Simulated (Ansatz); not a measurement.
# Cl2FH2NSn: two geometries relaxed

Aim: relax the geometries before and after the reaction (1,2-elimination), and see whether they are two minima and how far apart in energy. Meant to form: H4–F2; to break: Sn1–F2, H4–N3. The start is a guess near the saddle point, from which both ends are pulled out.

All numbers below are computed with Ansatz 0.2.0 (RKS r2SCAN/def2-SVP).

## 1. The structure to begin with

Bond lengths: Sn1–F2 2.330 Å, Sn1–N3 2.003 Å, Sn1–Cl5 2.347 Å, Sn1–Cl6 2.292 Å, N3–H7 1.020 Å. Angles: F2–Sn1–N3 66.8°, F2–Sn1–Cl5 112.6°, F2–Sn1–Cl6 102.1°, N3–Sn1–Cl5 128.0°, N3–Sn1–Cl6 121.8°, Cl5–Sn1–Cl6 109.4°, Sn1–N3–H7 112.5°.

Coordinates:

```xyz
7

Sn   -0.4618    0.2097    0.5647
F     1.3932   -1.0952    0.0297
N    -0.2109   -0.0365   -1.4075
H     0.8497   -0.7446   -0.9904
Cl    0.0978    2.0786    1.8702
Cl   -1.7267   -1.2403    1.8103
H     0.0587    0.8282   -1.8771
```

## 2. A restrained relaxation towards end A

Springs on the bonds that form and break draw the guess towards this end; the thresholds are loose.

input.yaml reads:

```yaml
crystal:
  periodic: [false, false, false]
  atoms:
    - { symbol: Sn, position_ang: [-0.4618, 0.2097, 0.5647] }
    - { symbol: F, position_ang: [1.3932, -1.0952, 0.0297] }
    - { symbol: "N", position_ang: [-0.2109, -0.0365, -1.4075] }
    - { symbol: H, position_ang: [0.8497, -0.7446, -0.9904] }
    - { symbol: Cl, position_ang: [0.0978, 2.0786, 1.8702] }
    - { symbol: Cl, position_ang: [-1.7267, -1.2403, 1.8103] }
    - { symbol: H, position_ang: [0.0587, 0.8282, -1.8771] }
basis:
  gaussian: { orbitals: def2-SVP }
hamiltonian:
  xc: r2scan
relax:
  f_tol: 0.15
  max_steps: 25
  restrain:
    - { distance: [3, 1], at: 2.18, k: 30.0 }
    - { distance: [0, 1], at: 1.96, k: 30.0 }
    - { distance: [3, 2], at: 1.02, k: 30.0 }
```

On the command line:

```sh
$ ansatz run input.yaml --threads 2 --pin off --max-ram 3072MiB --backend cpu --events-out ev --progress --plain --runs-dir out
```

What it wrote (excerpt; [...] marks lines left out):

```text
Warning: RAYON_NUM_THREADS=2 ignored (pool sized by the plan → 2); use --threads N
[...]
Functional definition: r2SCAN
[...]
1117 factors; their error is unknown
[...]
mean field -35104.74438504 eV, -1290.0755612997 hartree, gradient 1.8e-5 eV, S^2 0.000000; 0 other end points of the search recorded, 0 dependent functions left out
[...]
reference -35104.74439512 eV, -1290.0755616704 hartree; 37, 37 occupied and 63, 63 virtual orbitals, 1117 factors
relax step   1: F+E_penalty+E_count = -35104.74438504 eV  Δ(F+E_penalty+E_count) = +0.000e0 eV  max|allowed force component| = 1.558e0 eV/Å  E_restraint = 17.78479995 eV  max|allowed force component, restraints' pulls added| = 2.796e1 eV/Å  Δτ_max = 0.0000 Å  (31 SCF iters, accepted)
[...]
relax step   5: F+E_penalty+E_count = -35106.66264798 eV  Δ(F+E_penalty+E_count) = -1.144e-2 eV  max|allowed force component| = 8.450e-1 eV/Å  E_restraint = 0.02439806 eV  max|allowed force component, restraints' pulls added| = 1.804e0 eV/Å  Δτ_max = 0.1913 Å  (30 SCF iters, accepted)
[...]
relax step   6: F+E_penalty+E_count = -35106.69085305 eV  Δ(F+E_penalty+E_count) = -2.821e-2 eV  max|allowed force component| = 5.517e-1 eV/Å  E_restraint = 0.00848553 eV  max|allowed force component, restraints' pulls added| = 1.064e-1 eV/Å  Δτ_max = 0.0619 Å  (31 SCF iters, accepted)
  distance H 3 - F 1 = 2.2000 Å
  distance Sn 0 - F 1 = 1.9495 Å
  distance H 3 - N 2 = 1.0273 Å
1117 factors; their error is unknown
[...]
mean field -35106.69085305 eV, -1290.1470926798 hartree, gradient 9.2e-6 eV, S^2 0.000000; 1 other end points of the search recorded, 0 dependent functions left out
[...]
reference -35106.69086347 eV, -1290.1470930629 hartree; 37, 37 occupied and 63, 63 virtual orbitals, 1117 factors
Total energy: -35106.69086347 eV, -1290.1470930629 hartree
Atom 0 at    -0.198436    -0.019649     0.615786 Å, force     0.309484    -0.063104     0.065600 eV/Å
Atom 1 at     1.449949    -1.059610     0.574707 Å, force    -0.056998    -0.061741     0.551712 eV/Å
Atom 2 at    -0.182184    -0.080859    -1.398889 Å, force    -0.258112     0.130717    -0.098230 eV/Å
Atom 3 at     0.752679    -0.505155    -1.436874 Å, force     0.037549     0.093473    -0.534767 eV/Å
Atom 4 at     0.170292     1.999502     1.729408 Å, force    -0.028371    -0.004267     0.015712 eV/Å
Atom 5 at    -1.856849    -1.183210     1.741553 Å, force    -0.006496    -0.016254     0.003379 eV/Å
Atom 6 at    -0.135450     0.848880    -1.825792 Å, force     0.002942    -0.078825    -0.003406 eV/Å
Dipole moment:    -0.079518     0.318772    -0.341275 e Å
```

It took 18 s on 2 threads of AMD EPYC 9R14 (Zen 4), shared host; peak memory 0.19 GiB.

Relaxation path:

```tsv
step	energy from step 1 (eV)	largest force component (eV/Å)
1	0.0000	1.5581
2	-0.8623	1.7030
3	-1.5286	1.5633
4	-1.9068	0.5978
5	-1.9183	0.8450
6	-1.9465	0.5517
```

Step 1 is the start. Energies and forces in the table leave out the springs, which the log lists apart; the run stops on the force with the springs' pull added.

After: Bond lengths: Sn1–F2 1.949 Å, Sn1–N3 2.016 Å, N3–H4 1.027 Å, Sn1–Cl5 2.335 Å, Sn1–Cl6 2.318 Å, N3–H7 1.024 Å. Angles: F2–Sn1–N3 87.5°, F2–Sn1–Cl5 109.7°, F2–Sn1–Cl6 110.3°, N3–Sn1–Cl5 120.1°, N3–Sn1–Cl6 118.4°, Cl5–Sn1–Cl6 108.4°, Sn1–N3–H4 93.3°, Sn1–N3–H7 112.9°, H4–N3–H7 108.5°.

Pairs that crossed the distance rule for bonds on the way: came closer N3–H4.

## 3. Relaxing end A

It starts where the restrained run ended.

input.yaml reads:

```yaml
crystal:
  periodic: [false, false, false]
  atoms:
    - { symbol: Sn, position_ang: [-0.198436, -0.019649, 0.615786] }
    - { symbol: F, position_ang: [1.449949, -1.05961, 0.574707] }
    - { symbol: "N", position_ang: [-0.182184, -0.080859, -1.398889] }
    - { symbol: H, position_ang: [0.752679, -0.505155, -1.436874] }
    - { symbol: Cl, position_ang: [0.170292, 1.999502, 1.729408] }
    - { symbol: Cl, position_ang: [-1.856849, -1.18321, 1.741553] }
    - { symbol: H, position_ang: [-0.13545, 0.84888, -1.825792] }
basis:
  gaussian: { orbitals: def2-SVP }
hamiltonian:
  xc: r2scan
relax:
  f_tol: 0.03
  max_steps: 50
```

On the command line:

```sh
$ ansatz run input.yaml --threads 2 --pin off --max-ram 3072MiB --backend cpu --events-out ev --progress --plain --runs-dir out
```

What it wrote (excerpt; [...] marks lines left out):

```text
Warning: RAYON_NUM_THREADS=2 ignored (pool sized by the plan → 2); use --threads N
[...]
[... 1 set-up line as earlier in the session ...]
[...]
1117 factors; their error is unknown
[...]
mean field -35106.69091181 eV, -1290.1470948393 hartree, gradient 9.4e-6 eV, S^2 0.000000; 0 other end points of the search recorded, 0 dependent functions left out
[...]
reference -35106.69092223 eV, -1290.1470952223 hartree; 37, 37 occupied and 63, 63 virtual orbitals, 1117 factors
relax step   1: F+E_penalty+E_count = -35106.69091181 eV  Δ(F+E_penalty+E_count) = +0.000e0 eV  max|allowed force component| = 5.528e-1 eV/Å  Δτ_max = 0.0000 Å  (30 SCF iters, accepted)
[...]
relax step   6: F+E_penalty+E_count = -35106.91635832 eV  Δ(F+E_penalty+E_count) = -7.478e-4 eV  max|allowed force component| = 3.423e-2 eV/Å  Δτ_max = 0.0139 Å  (31 SCF iters, accepted)
[...]
mean field -35106.91652044 eV, -1290.1553858034 hartree, gradient 1.7e-5 eV, S^2 0.000000; 1 other end points of the search recorded, 0 dependent functions left out
[...]
reference -35106.91653110 eV, -1290.1553861952 hartree; 37, 37 occupied and 63, 63 virtual orbitals, 1117 factors
Total energy: -35106.91653110 eV, -1290.1553861952 hartree
Atom 0 at    -0.045079    -0.102410     0.622600 Å, force     0.004035    -0.003970     0.008663 eV/Å
Atom 1 at     1.500936    -1.174689     1.050863 Å, force    -0.005448     0.003508    -0.003235 eV/Å
Atom 2 at    -0.176268    -0.072133    -1.394480 Å, force     0.006463    -0.001986    -0.007523 eV/Å
Atom 3 at     0.720168    -0.374780    -1.785381 Å, force    -0.003844     0.002485     0.000638 eV/Å
Atom 4 at     0.215358     1.996323     1.617985 Å, force     0.000545     0.001220    -0.000661 eV/Å
Atom 5 at    -1.862699    -1.148526     1.622491 Å, force    -0.000187     0.000924    -0.001507 eV/Å
Atom 6 at    -0.352415     0.876115    -1.734178 Å, force    -0.001564    -0.002180     0.003625 eV/Å
Dipole moment:     0.034042     0.278788    -0.566639 e Å
```

It took 20 s on 2 threads of AMD EPYC 9R14 (Zen 4), shared host; peak memory 0.18 GiB.

The steps of the relaxation:

```tsv
step	energy from step 1 (eV)	largest force component (eV/Å)
1	0.0000	0.5528
2	-0.1382	0.4902
3	-0.1984	0.8306
4	-0.1995	0.6150
5	-0.2247	0.1078
6	-0.2254	0.0342
7	-0.2256	0.0087
```

Step 1 is the start.

After: Bond lengths: Sn1–F2 1.930 Å, Sn1–N3 2.022 Å, N3–H4 1.024 Å, Sn1–Cl5 2.337 Å, Sn1–Cl6 2.323 Å, N3–H7 1.023 Å. Angles: F2–Sn1–N3 106.4°, F2–Sn1–Cl5 108.4°, F2–Sn1–Cl6 106.3°, N3–Sn1–Cl5 114.8°, N3–Sn1–Cl6 112.7°, Cl5–Sn1–Cl6 108.0°, Sn1–N3–H4 108.6°, Sn1–N3–H7 110.9°, H4–N3–H7 107.3°.

## 4. A restrained relaxation towards end B

Springs on the bonds that form and break draw the guess towards this end; the thresholds are loose.

input.yaml reads:

```yaml
crystal:
  periodic: [false, false, false]
  atoms:
    - { symbol: Sn, position_ang: [-0.4618, 0.2097, 0.5647] }
    - { symbol: F, position_ang: [1.3932, -1.0952, 0.0297] }
    - { symbol: "N", position_ang: [-0.2109, -0.0365, -1.4075] }
    - { symbol: H, position_ang: [0.8497, -0.7446, -0.9904] }
    - { symbol: Cl, position_ang: [0.0978, 2.0786, 1.8702] }
    - { symbol: Cl, position_ang: [-1.7267, -1.2403, 1.8103] }
    - { symbol: H, position_ang: [0.0587, 0.8282, -1.8771] }
basis:
  gaussian: { orbitals: def2-SVP }
hamiltonian:
  xc: r2scan
relax:
  f_tol: 0.15
  max_steps: 25
  restrain:
    - { distance: [3, 1], at: 0.88, k: 30.0 }
    - { distance: [0, 1], at: 3.26, k: 30.0 }
    - { distance: [3, 2], at: 2.32, k: 30.0 }
```

On the command line:

```sh
$ ansatz run input.yaml --threads 2 --pin off --max-ram 3072MiB --backend cpu --events-out ev --progress --plain --runs-dir out
```

What it wrote:

```text
Warning: RAYON_NUM_THREADS=2 ignored (pool sized by the plan → 2); use --threads N
The last accepted step is kept in <dir> (removed where the run ends without a failure and the disk answers)
Engine: ansatz 0.2.0, x86_64-unknown-linux-gnu
[... 1 set-up line as earlier in the session ...]
  parameter k0 = 0.174
  parameter k1 = 0.065
  parameter a1 = 4.9479
  exchange = r2scan_x(k0 = k0, k1 = k1, a1 = a1)
  correlation = r2scan_c
1117 factors; their error is unknown
mean field evaluation 1: about -35094.3672 eV, gradient 6.8e1 eV
mean field evaluation 2: about -34986.7043 eV, gradient 1.7e2 eV
mean field evaluation 4: about -35102.4427 eV, gradient 3.1e1 eV
mean field evaluation 8: about -35104.7930 eV, gradient 1.3e-1 eV
mean field evaluation 16: about -35104.7444 eV, gradient 1.7e-3 eV
mean field -35104.74438504 eV, -1290.0755612997 hartree, gradient 1.8e-5 eV, S^2 0.000000; 0 other end points of the search recorded, 0 dependent functions left out
the calculation of the forces begins
reference -35104.74439512 eV, -1290.0755616704 hartree; 37, 37 occupied and 63, 63 virtual orbitals, 1117 factors
relax step   1: F+E_penalty+E_count = -35104.74438504 eV  Δ(F+E_penalty+E_count) = +0.000e0 eV  max|allowed force component| = 1.558e0 eV/Å  E_restraint = 28.93423961 eV  max|allowed force component, restraints' pulls added| = 2.650e1 eV/Å  Δτ_max = 0.0000 Å  (31 SCF iters, accepted)
  distance H 3 - F 1 = 1.2079 Å
  distance Sn 0 - F 1 = 2.3302 Å
  distance H 3 - N 2 = 1.3417 Å
these checks for a lower state are left out or cut short: starts, cluster_reference, orbital_swaps, neighbouring_geometries, increment
1117 factors; their error is unknown
mean field -35104.14668139 eV, -1290.0535960960 hartree, gradient 1.7e-5 eV, S^2 0.000000; 0 other end points of the search recorded, 0 dependent functions left out
the calculation of the forces begins
reference -35104.14669127 eV, -1290.0535964589 hartree; 37, 37 occupied and 63, 63 virtual orbitals, 1117 factors
relax step   2: F+E_penalty+E_count = -35104.14668139 eV  Δ(F+E_penalty+E_count) = +5.977e-1 eV  max|allowed force component| = 2.864e0 eV/Å  E_restraint = 11.44193437 eV  max|allowed force component, restraints' pulls added| = 1.874e1 eV/Å  Δτ_max = 0.1938 Å  (38 SCF iters, accepted)
  distance H 3 - F 1 = 1.0895 Å
  distance Sn 0 - F 1 = 2.7010 Å
  distance H 3 - N 2 = 1.6825 Å
these checks for a lower state are left out or cut short: starts, cluster_reference, orbital_swaps, neighbouring_geometries, increment
1117 factors; their error is unknown
mean field evaluation 32: about -35104.0923 eV, gradient 1.2e-1 eV
mean field -35104.09234697 eV, -1290.0515993427 hartree, gradient 7.9e-6 eV, S^2 0.000000; 0 other end points of the search recorded, 0 dependent functions left out
the calculation of the forces begins
reference -35104.09235680 eV, -1290.0515997042 hartree; 37, 37 occupied and 63, 63 virtual orbitals, 1117 factors
relax step   3: F+E_penalty+E_count = -35104.09234697 eV  Δ(F+E_penalty+E_count) = +5.433e-2 eV  max|allowed force component| = 3.082e0 eV/Å  E_restraint = 2.84424457 eV  max|allowed force component, restraints' pulls added| = 7.505e0 eV/Å  Δτ_max = 0.1949 Å  (38 SCF iters, accepted)
  distance H 3 - F 1 = 0.9268 Å
  distance Sn 0 - F 1 = 2.9533 Å
  distance H 3 - N 2 = 2.0145 Å
these checks for a lower state are left out or cut short: starts, cluster_reference, orbital_swaps, neighbouring_geometries, increment
1117 factors; their error is unknown
mean field -35104.08394726 eV, -1290.0512906592 hartree, gradient 1.8e-5 eV, S^2 0.000000; 0 other end points of the search recorded, 0 dependent functions left out
the calculation of the forces begins
reference -35104.08395700 eV, -1290.0512910170 hartree; 37, 37 occupied and 63, 63 virtual orbitals, 1117 factors
relax step   4: F+E_penalty+E_count = -35104.08394726 eV  Δ(F+E_penalty+E_count) = +8.400e-3 eV  max|allowed force component| = 2.117e0 eV/Å  E_restraint = 0.01881558 eV  max|allowed force component, restraints' pulls added| = 1.835e0 eV/Å  Δτ_max = 0.1940 Å  (37 SCF iters, accepted)
  distance H 3 - F 1 = 0.8925 Å
  distance Sn 0 - F 1 = 3.2286 Å
  distance H 3 - N 2 = 2.3093 Å
these checks for a lower state are left out or cut short: starts, cluster_reference, orbital_swaps, neighbouring_geometries, increment
1117 factors; their error is unknown
mean field -35104.17409339 eV, -1290.0546034682 hartree, gradient 2.2e-5 eV, S^2 0.000000; 0 other end points of the search recorded, 0 dependent functions left out
the calculation of the forces begins
reference -35104.17410314 eV, -1290.0546038266 hartree; 37, 37 occupied and 63, 63 virtual orbitals, 1117 factors
relax step   5: F+E_penalty+E_count = -35104.17409339 eV  Δ(F+E_penalty+E_count) = -9.015e-2 eV  max|allowed force component| = 1.003e0 eV/Å  E_restraint = 0.05731573 eV  max|allowed force component, restraints' pulls added| = 1.620e0 eV/Å  Δτ_max = 0.1989 Å  (37 SCF iters, accepted)
  distance H 3 - F 1 = 0.9405 Å
  distance Sn 0 - F 1 = 3.2472 Å
  distance H 3 - N 2 = 2.3183 Å
these checks for a lower state are left out or cut short: starts, cluster_reference, orbital_swaps, neighbouring_geometries, increment
1117 factors; their error is unknown
mean field -35104.20050714 eV, -1290.0555741556 hartree, gradient 1.6e-5 eV, S^2 0.000000; 0 other end points of the search recorded, 0 dependent functions left out
the calculation of the forces begins
reference -35104.20051703 eV, -1290.0555745190 hartree; 37, 37 occupied and 63, 63 virtual orbitals, 1117 factors
relax step   6: F+E_penalty+E_count = -35104.20050714 eV  Δ(F+E_penalty+E_count) = -2.641e-2 eV  max|allowed force component| = 9.736e-1 eV/Å  E_restraint = 0.01863547 eV  max|allowed force component, restraints' pulls added| = 1.676e-1 eV/Å  Δτ_max = 0.1998 Å  (32 SCF iters, accepted)
  distance H 3 - F 1 = 0.9140 Å
  distance Sn 0 - F 1 = 3.2522 Å
  distance H 3 - N 2 = 2.3151 Å
these checks for a lower state are left out or cut short: starts, cluster_reference, orbital_swaps, neighbouring_geometries, increment
1117 factors; their error is unknown
mean field evaluation 64: about -35104.2079 eV, gradient 5.5e-4 eV
mean field -35104.20794168 eV, -1290.0558473700 hartree, gradient 1.4e-5 eV, S^2 0.000000; 0 other end points of the search recorded, 0 dependent functions left out
the calculation of the forces begins
reference -35104.20795162 eV, -1290.0558477352 hartree; 37, 37 occupied and 63, 63 virtual orbitals, 1117 factors
relax step   7: F+E_penalty+E_count = -35104.20794168 eV  Δ(F+E_penalty+E_count) = -7.435e-3 eV  max|allowed force component| = 9.633e-1 eV/Å  E_restraint = 0.01946941 eV  max|allowed force component, restraints' pulls added| = 1.457e-1 eV/Å  Δτ_max = 0.0845 Å  (31 SCF iters, accepted)
  distance H 3 - F 1 = 0.9143 Å
  distance Sn 0 - F 1 = 3.2522 Å
  distance H 3 - N 2 = 2.3121 Å
1117 factors; their error is unknown
mean field -35104.20794168 eV, -1290.0558473700 hartree, gradient 1.3e-5 eV, S^2 0.000000; 1 other end points of the search recorded, 0 dependent functions left out
the calculation of the forces begins
reference -35104.20795162 eV, -1290.0558477352 hartree; 37, 37 occupied and 63, 63 virtual orbitals, 1117 factors
Total energy: -35104.20795162 eV, -1290.0558477352 hartree
Atom 0 at    -0.696373     0.467024     0.502471 Å, force     0.223908    -0.172184    -0.137927 eV/Å
Atom 1 at     1.824374    -1.457393    -0.217933 Å, force     0.519600    -0.169364     0.963252 eV/Å
Atom 2 at    -0.496515     0.137219    -1.390274 Å, force     0.086525    -0.251663     0.102164 eV/Å
Atom 3 at     1.308826    -1.235240    -0.939569 Å, force    -0.856932     0.405385    -0.934111 eV/Å
Atom 4 at    -0.142397     2.210509     1.970860 Å, force     0.005308     0.067087     0.023341 eV/Å
Atom 5 at    -1.734183    -1.114001     1.851456 Å, force    -0.019050    -0.024997    -0.005557 eV/Å
Atom 6 at    -0.063732     0.991783    -1.777111 Å, force     0.040641     0.145737    -0.011162 eV/Å
Dipole moment:    -0.111187     0.386627    -0.191091 e Å
```

Wall time 19 s (2 threads of AMD EPYC 9R14 (Zen 4), shared host); peak memory 0.19 GiB.

Relaxation path:

```tsv
step	energy from step 1 (eV)	largest force component (eV/Å)
1	0.0000	1.5581
2	0.5977	2.8642
3	0.6520	3.0823
4	0.6604	2.1170
5	0.5703	1.0030
6	0.5439	0.9736
7	0.5364	0.9633
```

Step 1 is the start. Energies and forces in the table leave out the springs, which the log lists apart; the run stops on the force with the springs' pull added.

After: Bond lengths: Sn1–N3 1.932 Å, F2–H4 0.914 Å, Sn1–Cl5 2.346 Å, Sn1–Cl6 2.323 Å, N3–H7 1.033 Å. Angles: Sn1–N3–H7 105.6°, N3–Sn1–Cl5 135.7°, N3–Sn1–Cl6 119.9°, Cl5–Sn1–Cl6 104.3°.

Pairs that crossed the distance rule for bonds on the way: came closer F2–H4; moved apart Sn1–F2.

## 5. Relaxing end B

It starts where the restrained run ended.

input.yaml reads:

```yaml
crystal:
  periodic: [false, false, false]
  atoms:
    - { symbol: Sn, position_ang: [-0.696373, 0.467024, 0.502471] }
    - { symbol: F, position_ang: [1.824374, -1.457393, -0.217933] }
    - { symbol: "N", position_ang: [-0.496515, 0.137219, -1.390274] }
    - { symbol: H, position_ang: [1.308826, -1.23524, -0.939569] }
    - { symbol: Cl, position_ang: [-0.142397, 2.210509, 1.97086] }
    - { symbol: Cl, position_ang: [-1.734183, -1.114001, 1.851456] }
    - { symbol: H, position_ang: [-0.063732, 0.991783, -1.777111] }
basis:
  gaussian: { orbitals: def2-SVP }
hamiltonian:
  xc: r2scan
relax:
  f_tol: 0.03
  max_steps: 50
```

On the command line:

```sh
$ ansatz run input.yaml --threads 2 --pin off --max-ram 3072MiB --backend cpu --events-out ev --progress --plain --runs-dir out
```

What it wrote (excerpt; [...] marks lines left out):

```text
Warning: RAYON_NUM_THREADS=2 ignored (pool sized by the plan → 2); use --threads N
[...]
[... 1 set-up line as earlier in the session ...]
[...]
1117 factors; their error is unknown
[...]
mean field -35104.20793863 eV, -1290.0558472579 hartree, gradient 4.0e-5 eV, S^2 0.000000; 0 other end points of the search recorded, 0 dependent functions left out
[...]
reference -35104.20794842 eV, -1290.0558476178 hartree; 37, 37 occupied and 63, 63 virtual orbitals, 1117 factors
relax step   1: F+E_penalty+E_count = -35104.20793863 eV  Δ(F+E_penalty+E_count) = +0.000e0 eV  max|allowed force component| = 9.632e-1 eV/Å  Δτ_max = 0.0000 Å  (30 SCF iters, accepted)
[...]
relax step   5: F+E_penalty+E_count = -35104.65177784 eV  Δ(F+E_penalty+E_count) = -8.955e-2 eV  max|allowed force component| = 1.354e0 eV/Å  Δτ_max = 0.1951 Å  (38 SCF iters, accepted)
[...]
mean field -35106.91678523 eV, -1290.1553955343 hartree, gradient 1.7e-5 eV, S^2 0.000000; 1 other end points of the search recorded, 0 dependent functions left out
[...]
reference -35106.91679589 eV, -1290.1553959260 hartree; 37, 37 occupied and 63, 63 virtual orbitals, 1117 factors
Total energy: -35106.91679589 eV, -1290.1553959260 hartree
Atom 0 at    -0.046646    -0.108215     0.621650 Å, force     0.000743    -0.000095    -0.008421 eV/Å
Atom 1 at     1.516460    -1.146355     1.068040 Å, force     0.001480     0.001894    -0.002072 eV/Å
Atom 2 at    -0.147485    -0.084506    -1.398063 Å, force     0.001775    -0.008064     0.013672 eV/Å
Atom 3 at     0.778321    -0.305670    -1.774459 Å, force     0.002307     0.000690    -0.002002 eV/Å
Atom 4 at     0.159291     1.990745     1.630682 Å, force     0.001439     0.000855     0.001192 eV/Å
Atom 5 at    -1.858308    -1.190793     1.592471 Å, force    -0.004486     0.000017    -0.001047 eV/Å
Atom 6 at    -0.401634     0.844695    -1.740421 Å, force    -0.003259     0.004704    -0.001322 eV/Å
Dipole moment:     0.022770     0.292019    -0.567139 e Å
```

It took 43 s on 2 threads of AMD EPYC 9R14 (Zen 4), shared host; peak memory 0.19 GiB.

Relaxation path:

```tsv
step	energy from step 1 (eV)	largest force component (eV/Å)
1	0.0000	0.9632
2	-0.1385	0.7559
3	-0.2553	0.4694
4	-0.3543	0.8140
5	-0.4438	1.3536
6	-0.7150	2.9894
7	-1.1618	5.0469
8	-1.7918	1.5671
9	-2.2118	1.1231
10	-2.4547	1.1587
11	-2.6148	0.7895
12	-2.6846	0.6766
13	-2.7039	0.3512
14x	-2.7024	0.4324
15	-2.7085	0.0999
16	-2.7088	0.0137
```

Step 1 is the start. 1 step was tried and not accepted (marked x).

After: Bond lengths: Sn1–F2 1.929 Å, Sn1–N3 2.022 Å, N3–H4 1.024 Å, Sn1–Cl5 2.338 Å, Sn1–Cl6 2.323 Å, N3–H7 1.022 Å. Angles: F2–Sn1–N3 106.1°, F2–Sn1–Cl5 108.2°, F2–Sn1–Cl6 106.5°, N3–Sn1–Cl5 115.1°, N3–Sn1–Cl6 112.6°, Cl5–Sn1–Cl6 107.9°, Sn1–N3–H4 108.6°, Sn1–N3–H7 110.9°, H4–N3–H7 107.3°.

Pairs that crossed the distance rule for bonds on the way: came closer Sn1–F2, N3–H4; moved apart F2–H4.

## 6. Outcome

| quantity | value |
| --- | --- |
| end A | 6 moves, 0.226 eV lower |
| end B | 14 moves, 2.709 eV lower |
| largest difference between the ends | 0.05 Å |
| end B relative to end A | -0.000 eV |

Both starts fell into the same minimum (no atom differs by more than 0.05 Å), so from this start no second minimum was found and no band was run; another arrangement could still be one.
